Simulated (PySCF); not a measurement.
**From one method to the next for O³⁺**

Aim: see what other levels and later steps give for O³⁺.

Program: PySCF 2.14.0. Level of theory: each script names its method and basis. These are calculated values, not measurements.

2 further runs of the same task are left out: 2 that didn't finish.

**1. The atom**

O³⁺: 1 atom, charge 3, spin multiplicity 2.

**2. The base run**

Contents of input.py:

```python
from pyscf import gto, scf, mp

mol = gto.M(
    atom='O 0 0 0',
    basis='jorge-dzp-dkh',
    charge=3,
    spin=1,
    verbose=4,
)
mf = scf.UHF(mol)
mf = mf.sfx2c1e()
mf.kernel()
mp.MP2(mf, frozen=1).kernel()
mf.dip_moment()
print('orbital energies (hartree):', [e[max(0, n-3):n+3].round(4) for e, n in zip(mf.mo_energy, mol.nelec)])
```

The run is started by

```
OMP_NUM_THREADS=1 python input.py
```

**3. Pw91 (UKS)**

Variant 1 changes functional: none (Hartree–Fock) → pw91; SCF type: UHF → UKS; step after the SCF: mp2 → analyze.

Contents of input.py:

```python
from pyscf import gto, dft

mol = gto.M(
    atom='O 0 0 0',
    basis='jorge-dzp-dkh',
    charge=3,
    spin=1,
    verbose=4,
)
mf = dft.UKS(mol, xc='pw91')
mf = mf.sfx2c1e()
mf.kernel()
mf.analyze()
print('orbital energies (hartree):', [e[max(0, n-3):n+3].round(4) for e, n in zip(mf.mo_energy, mol.nelec)])
```

**4. TDA**

Variant 2 changes step after the SCF: mp2 → tda; number of roots: none → 5.

Edit input.py of step 2 so:

```diff
@@ -1,2 +1,2 @@
-from pyscf import gto, scf, mp
+from pyscf import gto, scf, tdscf
 
@@ -12,3 +12,6 @@
 mf.kernel()
-mp.MP2(mf, frozen=1).kernel()
+td = tdscf.TDA(mf)
+td.nstates = 5
+td.kernel()
+td.analyze()
 mf.dip_moment()
```

**5. Scan (UKS)**

Variant 3 changes functional: none (Hartree–Fock) → scan; SCF type: UHF → UKS; step after the SCF: mp2 → analyze.

Contents of input.py:

```python
from pyscf import gto, dft

mol = gto.M(
    atom='O 0 0 0',
    basis='jorge-dzp-dkh',
    charge=3,
    spin=1,
    verbose=4,
)
mf = dft.UKS(mol, xc='scan')
mf = mf.sfx2c1e()
mf.kernel()
mf.analyze()
print('orbital energies (hartree):', [e[max(0, n-3):n+3].round(4) for e, n in zip(mf.mo_energy, mol.nelec)])
```

**6. Tpssh (UKS)**

Variant 4 changes functional: none (Hartree–Fock) → tpssh; SCF type: UHF → UKS; step after the SCF: mp2 → analyze.

Contents of input.py:

```python
from pyscf import gto, dft

mol = gto.M(
    atom='O 0 0 0',
    basis='jorge-dzp-dkh',
    charge=3,
    spin=1,
    verbose=4,
)
mf = dft.UKS(mol, xc='tpssh')
mf = mf.sfx2c1e()
mf.kernel()
mf.analyze()
print('orbital energies (hartree):', [e[max(0, n-3):n+3].round(4) for e, n in zip(mf.mo_energy, mol.nelec)])
```

**7. B3pw91 (UKS)**

Variant 5 changes functional: none (Hartree–Fock) → b3pw91; SCF type: UHF → UKS; step after the SCF: mp2 → analyze.

Contents of input.py:

```python
from pyscf import gto, dft

mol = gto.M(
    atom='O 0 0 0',
    basis='jorge-dzp-dkh',
    charge=3,
    spin=1,
    verbose=4,
)
mf = dft.UKS(mol, xc='b3pw91')
mf = mf.sfx2c1e()
mf.kernel()
mf.analyze()
print('orbital energies (hartree):', [e[max(0, n-3):n+3].round(4) for e, n in zip(mf.mo_energy, mol.nelec)])
```

**8. Pbesol (UKS)**

Variant 6 changes functional: none (Hartree–Fock) → pbesol; SCF type: UHF → UKS; step after the SCF: mp2 → analyze.

Contents of input.py:

```python
from pyscf import gto, dft

mol = gto.M(
    atom='O 0 0 0',
    basis='jorge-dzp-dkh',
    charge=3,
    spin=1,
    verbose=4,
)
mf = dft.UKS(mol, xc='pbesol')
mf = mf.sfx2c1e()
mf.kernel()
mf.analyze()
print('orbital energies (hartree):', [e[max(0, n-3):n+3].round(4) for e, n in zip(mf.mo_energy, mol.nelec)])
```

What does the calculation give? Wanted: for each run, E(SCF); from base; gap, α spin; after the SCF.

As calculated:

```
         run  E(SCF) (hartree)  from base (eV)  cycles  gap, α spin (eV)                           after the SCF
        base        -71.123973               0       7             23.66  MP2 correlation -1.389 eV, core frozen
  pw91 (UKS)        -71.235795  not comparable      22              1.22                                     n/a
         TDA        -71.123973          0.0000       7             23.66               lowest root found 0.23 eV
  scan (UKS)        -71.242115  not comparable      16              2.99                                     n/a
 tpssh (UKS)        -71.290018  not comparable      12              4.64                                     n/a
b3pw91 (UKS)        -71.242218  not comparable      27              5.67                                     n/a
pbesol (UKS)        -70.951518  not comparable      27              0.88                                     n/a
```

The α-spin gap between the frontier levels is 0.9 eV with pbesol (0 % exact exchange) and 5.7 eV with b3pw91 (20 %): exact exchange opens it. Total energies of different functionals can't be compared with each other; differences within one functional can.
